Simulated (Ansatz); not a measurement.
Predict the output of the script below (the Python package of Ansatz (0.2.0)).

Contents of `k2tlcucl6.extxyz`:
```text
10
Lattice="0.0 5.150986 5.150986 5.150986 0.0 5.150986 5.150986 5.150986 0.0" Properties=species:S:1:pos:R:3 pbc="T T T"
K     7.72647900    7.72647900    7.72647900
K     2.57549300    2.57549300    2.57549300
Tl    0.00000000    0.00000000    0.00000000
Cu    5.15098600    5.15098600    5.15098600
Cl    2.70450460    5.15098600    5.15098600
Cl    5.15098600    5.15098600    2.70450460
Cl    7.59746740    5.15098600    5.15098600
Cl    5.15098600    2.70450460    5.15098600
Cl    5.15098600    7.59746740    5.15098600
Cl    5.15098600    5.15098600    7.59746740
```

Script `k2tlcucl6.py`:
```python
"""Band structure of K2TlCuCl6."""

from dataclasses import dataclass

import ansatz as az
import numpy as np


@dataclass(frozen=True)
class Settings:
    xc: str = "r2scan"
    filling: str = "fermi_dirac"
    width_ev: float = 0.05
    scf_tol: float = 1e-05
    n_empty: int = 10


settings = Settings()


def main() -> None:
    structure = az.Crystal.from_extxyz("k2tlcucl6.extxyz")

    # high-symmetry points in fractions of the reciprocal vectors
    path = [
        ("K", (0.375, 0.375, 0.75)),
        ("G", (0.0, 0.0, 0.0)),
        ("L", (0.5, 0.5, 0.5)),
        ("W", (0.5, 0.25, 0.75)),
        ("X", (0.5, 0.0, 0.5)),
    ]
    calc = structure.calculation()
    calc = calc.functional(settings.xc).kpoints(3)
    calc = calc.occupations(settings.filling, width=settings.width_ev)
    calc = calc.scf(tolerance=settings.scf_tol)
    calc = calc.band_structure([point for _, point in path], intervals=4)
    calc = calc.scf(extra_bands=settings.n_empty)
    res = calc.run(threads=1, backend="cpu")
    summary = res.report

    n_atoms = len(summary["lattice"]["sites"])
    print("F =", round(summary["free_energy_ev"], 4), "eV for", n_atoms, "atoms")
    print("E(sigma -> 0) =", round(summary["energy_sigma0_ev"], 4), "eV, TS =", round(summary["entropy_ts_ev"], 5), "eV")
    print("closed by", summary["closed_by"], "after", summary["n_iterations"], "iterations")

    bands = res.band_structure()
    fermi = bands.fermi_energy_ev
    print(f"zero of the bands: {fermi:.3f} eV, the Fermi level found on the SCF mesh")
    for spin, channel in enumerate(bands.channels):
        levels = channel.eigenvalues_ev - fermi
        crossing = [b for b in range(levels.shape[1]) if levels[:, b].min() < 0 < levels[:, b].max()]
        print(f"channel {spin}: bands that cross the Fermi level on this path:", [b + 1 for b in crossing] or "none")
        shown = crossing or sorted(np.argsort(np.abs(levels).min(axis=0))[:2])
        for k, row in zip(bands.kpoints_frac, levels[:, shown]):
            print(f"{k[0]:7.3f} {k[1]:7.3f} {k[2]:7.3f}  ", " ".join(f"{e:8.3f}" for e in row))


if __name__ == "__main__":
    main()
```

```console
$ python k2tlcucl6.py
DeckWarning: basis.ecutwfc = 500 eV, auto-derived from the records' recommended cutoffs: set by K (their level for a meta-GGA)
F = -27689.8246 eV for 10 atoms
E(sigma -> 0) = -27689.8059 eV, TS = 0.0374 eV
closed by deck_thresholds after 7 iterations
zero of the bands: 3.516 eV, the Fermi level found on the SCF mesh
channel 0: bands that cross the Fermi level on this path: [47]
  0.375   0.375   0.750      1.423
  0.281   0.281   0.562      0.962
  0.188   0.188   0.375      0.270
  0.094   0.094   0.188     -0.066
  0.000   0.000   0.000     -0.020
  0.125   0.125   0.125     -0.099
  0.250   0.250   0.250     -0.277
  0.375   0.375   0.375      0.186
  0.500   0.500   0.500      0.379
  0.500   0.438   0.562      0.619
  0.500   0.375   0.625      1.028
  0.500   0.312   0.688      1.356
  0.500   0.250   0.750      1.482
  0.500   0.187   0.688      1.500
  0.500   0.125   0.625      1.543
  0.500   0.062   0.562      1.587
  0.500   0.000   0.500      1.606
```
(Warnings from the package without file and line.)

Caveats:
- These settings explore the input space; cutoff and mesh may be short of convergence.
- The run is spin-unpolarised.
- The gap on the mesh is very small: a semilocal functional closes or nearly closes the gap of many narrow semiconductors.
- Without a Hubbard U or exact exchange, semilocal functionals often make such 3d compounds metallic or too weakly gapped.
- Spin-orbit coupling, which matters for elements this heavy, is left out.
- This cell is a computed structure, which may not be the phase found in nature.
- Levels are Kohn-Sham eigenvalues on this mesh, without spin-orbit coupling.
- It ran for 16 s on 1 thread of AMD EPYC 7B13 (Zen 3), on a shared host, peak memory 1.1 GiB.

(Lines on the test bed's own set-up are left out of the output.)
